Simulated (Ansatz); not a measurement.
**In₂H₄F₂: small, medium and large basis sets**

An exercise on one series of results from a longer session: the logs are not shown, and one member is left open.

The runs use Ansatz 0.2.0, Gaussian basis; one geometry, several basis sets.

The runs, in order: PBE0-D4/def2-SVP; ωB97M-V/def2-SVP; PBE0-D4/def2-QZVPP; ωB97M-V/def2-QZVPP; the functionals' def2-TZVPP values are taken from earlier runs.

### The relaxed structure

The geometry comes from an earlier relaxation with PBE0-D4 in a triple-zeta def2 set; it is a stationary point, not always the lowest conformer. In takes the def2 core potential; no spin-orbit term is included.

SMILES `[F+]1[InH2-][F+][InH2-]1`, 8 atoms, charge 0, spin multiplicity 1.

Atoms are counted from 1 here; the program's logs count them from 0.

Bond lengths: F1–In2 2.141 Å, F1–In4 2.142 Å, In2–F3 2.142 Å, In2–H5 1.698 Å, In2–H6 1.698 Å, F3–In4 2.141 Å, In4–H7 1.698 Å, In4–H8 1.698 Å. Angles: In2–F1–In4 103.9°, F1–In2–F3 76.1°, F1–In2–H5 104.7°, F1–In2–H6 104.7°, F3–In2–H5 104.7°, F3–In2–H6 104.7°, H5–In2–H6 142.3°, In2–F3–In4 103.9°, F1–In4–F3 76.1°, F1–In4–H7 104.7°, F1–In4–H8 104.7°, F3–In4–H7 104.7°, F3–In4–H8 104.7°, H7–In4–H8 142.3°.

Coordinates:

```mol
F2H4In2
  3D, bonds by distance, orders not assigned

  8  8  0  0  0  0  0  0  0  0999 V2000
   -0.8300    0.1498    1.0161 F   0  0
    0.1371    1.6747   -0.1342 In  0  0
    0.8284   -0.1498   -1.0173 F   0  0
   -0.1370   -1.6747    0.1343 In  0  0
   -1.0618    2.2408   -1.1957 H   0  0
    1.4265    2.1978    0.8397 H   0  0
    1.0625   -2.2382    1.1965 H   0  0
   -1.4257   -2.2003   -0.8393 H   0  0
  1  2  8  0
  2  3  8  0
  3  4  8  0
  2  5  8  0
  2  6  8  0
  4  7  8  0
  4  8  8  0
  1  4  8  0
M  END
```

Set-up of the first run:

in.yaml reads:

```yaml
crystal:
  periodic: [false, false, false]
  atoms:
    - {symbol: F, position_ang: [-0.829991, 0.149836, 1.016064]}
    - {symbol: In, position_ang: [0.137110, 1.674666, -0.134190]}
    - {symbol: F, position_ang: [0.828431, -0.149811, -1.017345]}
    - {symbol: In, position_ang: [-0.137032, -1.674697, 0.134256]}
    - {symbol: H, position_ang: [-1.061845, 2.240767, -1.195678]}
    - {symbol: H, position_ang: [1.426533, 2.197768, 0.839733]}
    - {symbol: H, position_ang: [1.062464, -2.238235, 1.196490]}
    - {symbol: H, position_ang: [-1.425659, -2.200274, -0.839340]}
basis:
  gaussian: {orbitals: def2-SVP}
hamiltonian: {xc: pbe0, dispersion: d4}
output: {orbitals: {seedname: orbitals}}
```

Launch:

```sh
$ ansatz run in.yaml --threads 4 --pin off --events-out ev --progress --plain --max-ram 10444MiB
```

Among the steps run: PBE0-D4 in def2-SVP; ωB97M-V in def2-SVP; PBE0-D4 in def2-QZVPP; ωB97M-V in def2-QZVPP.

One table of the session follows, with a row left open; its other results are not shown here.

```
functional       basis  HOMO (eV)
   PBE0-D4    def2-SVP      -8.46
   PBE0-D4  def2-TZVPP      -8.56
   PBE0-D4  def2-QZVPP      -8.56
   ωB97M-V    def2-SVP          ?
   ωB97M-V  def2-TZVPP     -10.77
   ωB97M-V  def2-QZVPP     -10.77
```

Q: Estimate the row for ωB97M-V, def2-SVP from the others.

The run gave: HOMO (eV): -10.62. In the column «HOMO (eV)» it lies between ωB97M-V, def2-QZVPP (-10.77) and PBE0-D4, def2-TZVPP (-8.56).
